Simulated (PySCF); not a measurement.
# BH6OPSn: the cost of one run

Computed with PySCF 2.14.0 and routines of our own; the level stands in each step. Atoms count from 0.

## (1) The system as given

10 atoms, charge 0, multiplicity 1; geometry from: GFN2-xTB.

## (2) Geometry optimisation at PBE0-D3(BJ)/def2-SVP

The job: settings as JSON, then the geometry in Å.

```
{"job": {"xc": "PBE0", "basis": "def2-SVP", "d3": "d3bj", "grid": 1, "maxiter": 30, "shake": 0.01, "kind": "geom"}, "charge": 0, "multiplicity": 1}
P      1.699660     0.666050    -0.059830
B      0.756480    -0.934440    -0.567270
O     -0.550450    -0.990970    -0.383560
Sn    -1.785290     0.429790     0.219250
H      2.965750     0.388990    -0.466940
H      1.900860     0.254740     1.225120
H      1.328040    -1.861080    -1.020860
H     -1.411690     0.818840     1.793440
H     -3.195020    -0.480410     0.077040
H     -1.657900     1.687570    -0.837440
```

Run with:

```
> OMP_NUM_THREADS=1 python heavy_run.py task.json out
```

One launch serves the whole session: the jobs run in the order shown.

Q: Estimate the wall time and peak memory of this first job on 1 thread of Arm Neoverse V2, shared host.

About 67 s, with a peak of 0.43 GiB.
